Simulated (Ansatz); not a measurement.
# HfH2+ (doublet): the correlation ladder, def2-TZVPP

One table from this session's results is given with a row withheld; the runs are named, their logs left out.

Method: def2-TZVPP, core rule «outside noble gas», up to 4 orbitals frozen; program: Ansatz 0.2.0, Gaussian basis.

To be run: UHF; ROHF; CCSD(T) on UHF.

2 further runs of the same task are left out: 2 set aside as unsound or not needed.

### The geometry

The geometry is a PBE0/def2-TZVP stationary point (not a proven minimum) of the parent state, kept for this charge and spin. No spin-orbit coupling is included. Elements past krypton take def2 core potentials.

3 atoms, charge 1, spin multiplicity 2.

Atoms are counted from 1 here; the program's logs count them from 0.

Bond lengths: Hf1–H2 1.912 Å, Hf1–H3 1.912 Å. Angles: H2–Hf1–H3 180.0°.

The first run:

The input, in.yaml:

```yaml
crystal:
  periodic: [false, false, false]
  atoms:
    - {symbol: Hf, position_ang: [0.000000, 0.000000, 0.000000]}
    - {symbol: H, position_ang: [0.000000, 0.000000, -1.911800]}
    - {symbol: H, position_ang: [0.000000, 0.000000, 1.911800]}
basis:
  gaussian: {orbitals: def2-TZVPP}
total_charge: 1
magnetization: {spin_polarized: true, initial_magnetization: 1}
hamiltonian: {xc: hf}
output: {orbitals: {seedname: orbitals}}
```

Command:

```
$ ansatz run in.yaml --threads 1 --pin off --events-out ev --progress --plain --max-ram 4096MiB --backend cpu
```

Steps of the session up to this table: UHF; ROHF; CCSD(T) on UHF.

One of the session's tables, all rows but one given; the rest of the session is left out.

It belongs to the step «Misses and costs». 

```
  method  from UCCSD(T) (kJ/mol)
    ROHF                  +222.7
     UHF                  +216.7
    UMP2                       ?
   UCCSD                    +2.8
UCCSD(T)                       0
```

Estimate the missing values for UMP2.

As computed: from UCCSD(T) (kJ/mol): +48.6. In the column «from UCCSD(T) (kJ/mol)» it lies between UCCSD (+2.8) and UHF (+216.7).
